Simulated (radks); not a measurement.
**Kr³⁺ in [Ar] 3d10 4s2 4p3: an all-electron calculation**

One table from this session's results is given with a row withheld; the runs are named, their logs left out.

Program: radks (a radial shooting solver on a logarithmic mesh, Libxc functionals) version 1. Level of theory: Dirac Kohn-Sham, OLYP, spin-unpolarised, spherical densities, finite nucleus; open shells are shared between the two j in proportion to 2j + 1. These are calculated values, not measurements, unless marked.

### The system

- element: krypton (Z = 36)
- charge: +3
- electrons: 33
- configuration: [Ar] 3d10 4s2 4p3
- nuclear rms radius: 4.1884 fm

The outer shells:

Kr³⁺
```
[Ar] core
3d [↑↓][↑↓][↑↓][↑↓][↑↓]
4s [↑↓]
4p [↑ ][↑ ][↑ ]
```

Set-up of the first run:

Input:

```text
Z 36
configuration [Ar] 3d10 4s2 4p3
relativity Dirac
functional optx,lyp
spin unpolarised
j_filling average
nucleus finite rms 4.1884 fm
c 137.035999084
```

Steps of the session up to this table: Self-consistent calculation.

One table of the session follows, with a row left open; its other results are not shown here.

It belongs to the step «Shells». Sizes of the orbitals, from the radial functions (bohr):

```
level     <r>  outermost maximum (interpolated)  90 % within  nodes
1s1/2       ?                                 ?            ?      ?
2s1/2  0.1832                             0.154        0.284      1
2p1/2  0.1573                             0.121        0.257      0
2p3/2  0.1613                             0.124        0.263      0
3s1/2  0.5294                             0.467        0.787      2
3p1/2  0.5322                             0.457        0.811      1
3p3/2  0.5426                             0.466        0.826      1
3d3/2  0.5494                             0.409        0.898      0
3d5/2  0.5532                             0.411        0.904      0
4s1/2   1.464                              1.30         2.13      3
4p1/2   1.644                              1.44         2.43      2
4p3/2   1.671                              1.46         2.47      2
```

Q: Estimate the row for 1s1/2 from the others.

**Answer.** <r>: 0.04149; outermost maximum (interpolated): 0.0271; 90 % within: 0.0742; nodes: 0. In the column «<r>» it is the lowest.

Caveats from the session: Spin polarisation and multiplet splitting are left out.
